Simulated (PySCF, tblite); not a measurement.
**C6H6FO radical: geometry, infrared bands and EPR parameters**

Wanted: the infrared bands and EPR parameters of C6H6FO radical (`O=C1C=CC[C](F)C1`), by calculation.

Computed with tblite 0.8.0 and PySCF 2.14.0, with density-fitted response routines of our own, on a single molecule in the gas phase. Atoms are numbered from 0 throughout.

**1. The molecule as given**

14 atoms, charge 0, multiplicity 2; geometry from: force field or distance geometry start.

Bonds of the start (Å): O0–C1 1.25, C1–C2 1.49, C2–C3 1.33, C3–C4 1.50, C4–C5 1.53, C5–F6 1.39, C5–C7 1.53, C7–C1 1.48, C2–H8 1.10, C3–H9 1.09, C4–H10 1.12, C4–H11 1.12, C7–H12 1.11, C7–H13 1.09.

**2. Geometry optimisation with GFN2-xTB**

What the job is given:

```
{"job": {"kind": "relax", "xc": "GFN2-xTB", "basis": "xTB"}, "charge": 0, "multiplicity": 2}
O     -0.196900     2.627100    -0.180500
C     -0.072400     1.388600    -0.292100
C      1.236100     0.715100    -0.038000
C      1.256000    -0.589400     0.231800
C      0.000700    -1.399800     0.321300
C     -1.233500    -0.519000     0.515300
F     -1.133300     0.212500     1.693400
C     -1.185000     0.477200    -0.649900
H      2.168600     1.291300    -0.090500
H      2.214700    -1.074900     0.420000
H      0.067800    -2.180200     1.122700
H     -0.132500    -1.856700    -0.692800
H     -0.850400    -0.066600    -1.562500
H     -2.140500     0.974400    -0.820400
```

Started as:

```console
OMP_NUM_THREADS=1 python probes_run.py task.json out
```

The driver reads the jobs from task.json and runs them one after another.

**Question.** This job is followed by: GFN2-xTB harmonic vibrations, gas phase; UKS B3LYP, pcH-1 on C F H O, non-relativistic, mean-field spin-orbit, GIAO. Predict these results of the whole session: strongest single infrared mode (GFN2-xTB); zero-point energy (GFN2-xTB); g(iso) (B3LYP); ⟨S²⟩; largest a(iso) (averaged by class); potential on the surface of density 0.002 e/bohr³, 1st and 99th percentile.

As calculated:

| quantity | value |
| --- | --- |
| strongest single infrared mode (GFN2-xTB) | 1737 cm⁻¹, 584 km/mol |
| zero-point energy (GFN2-xTB) | 64.1 kcal/mol |
| g(iso) (B3LYP) | 2.00389 |
| ⟨S²⟩ | 0.758 (exact 0.75) |
| largest a(iso) (averaged by class) | 13C on C5, 159.6 MHz |
| potential on the surface of density 0.002 e/bohr³, 1st and 99th percentile | -1.71 V and 1.24 V |

**Reading.** Over 59 steps the energy fell by 0.775 eV; of the close pairs, C1–C7 changed most, 1.482 to 1.553 Å. All 36 modes are real, so the xTB geometry is a minimum. The strongest single mode, at 1737 cm⁻¹, moves mainly C1 and O0. Unscaled tight-binding wavenumbers are off by several per cent, some by more. Its intensities can rank the bands wrongly. Most of the unpaired spin sits on C5 (0.84 e). The isotropic g lies 1.6 ppt above the free-electron value. The conformer search found further structures of the same energy, which may be mirror or relabelled copies of this one.
